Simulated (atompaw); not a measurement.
# Titanium: generating and testing a PAW (atompaw) potential

Aim: build the potential from the settings below, then test how well it stands in for the atom: scattering, ghost states and the plane-wave cutoff that it needs.

The numbers are computed with atompaw 4.2.0.5 (PBEsol, scalar-relativistic, spin-unpolarised reference atom).

## 1. Settings

The settings as typed:

```json
{
  "element": "titanium (Ti, Z = 22)",
  "type": "PAW",
  "frozen core": "[Ne]",
  "valence charge": "12",
  "reference configuration": "3s2 3p6 3d2 4s2 4p0",
  "partial waves": "3s (bound): rc 1.75 bohr; 4s (bound): rc 1.60 bohr; 3p (bound): rc 1.70 bohr; 4p (bound, empty): rc 1.85 bohr; 3d (bound): rc 1.85 bohr; 3d channel at 0.3 Ry: rc 1.60 bohr",
  "local potential": "ultrasoft scheme with l = 3 at 0 Ry, radius 1.50 bohr",
  "core correction": "smooth core density matched at 1.75 bohr",
  "augmentation charge": "sinc compensation charge, radius 1.80 bohr; PAW radius 1.85 bohr; waves and projectors: custom polynom gramschmidtortho"
}
```

The outer shells as boxes (Hund's rule for the drawing; the calculation is spin-unpolarised):

```
[Ne] core
3s [↑↓]
3p [↑↓][↑↓][↑↓]
3d [↑ ][↑ ][  ][  ][  ]
4s [↑↓]
4p [  ][  ][  ]
```

The nodes and maxima of the atom's own shells, from an earlier all-electron run, set the scale for the radii.

All-electron outer shells of the reference configuration (PBEsol, scalar-relativistic, ld1.x):

```tsv
shell	level (eV)	outermost node (bohr)	outermost maximum (bohr)
2s	-536.23	0.09	0.27
2p	-443.92	–	0.22
3s	-62.45	0.40	0.87
3p	-38.77	0.37	0.90
4s	-4.48	1.24	2.92
3d	-4.27	–	0.98
4p	-1.45	1.39	3.80
```

## 2. Generating the potential

Input file Ti.input:

```
Ti 22
GGA-PBESOL scalarrelativistic loggrid 1500 logderivrange -7 5 301
4 4 3 0 0 0
4 1 0
3 2 2
0 0 0
c
c
v
v
c
v
v
v
2
1.85 1.80 1.50 1.75
n
n
y
0.3
n
custom polynom gramschmidtortho sinc
3 0 ultrasoft
1.75
1.60
1.70
1.85
1.85
1.60
PWSCFOUT
UPFDX 0.0125d0 UPFXMIN -7.d0 UPFZMESH 22.d0
END
```

Started as:

```console
$ atompaw < Ti.input > Ti.log
```

Q: Predict the outcome of this session. Wanted: cutoffs for 10 and 1 mRy, occupied levels; bound ghosts; largest phase difference near zero energy, channels read; lowest eigenvalue of the overlap; share of valence orbitals outside the PAW sphere; UPF file.

As calculated:

| quantity | value |
| --- | --- |
| cutoffs for 10 and 1 mRy, occupied levels | 35 Ry and 50 Ry |
| bound ghosts | s at -254.54 eV |
| largest phase difference near zero energy, channels read | 0.003 rad |
| lowest eigenvalue of the overlap (Bessel basis) | 0.507 (s) |
| share of valence orbitals outside the PAW sphere | 3s 3 %, 4s 93 %, 3p 6 %, 4p 97 %, 3d 30 % |
| UPF file | written |

**Reading.** It has a bound ghost (s), a state that the atom doesn't have, and that rules the file out. The potential is soft on the atom: the looser tolerance needs 35 Ry. Near zero energy the phases of the channels with partial waves agree within 0.003 rad.
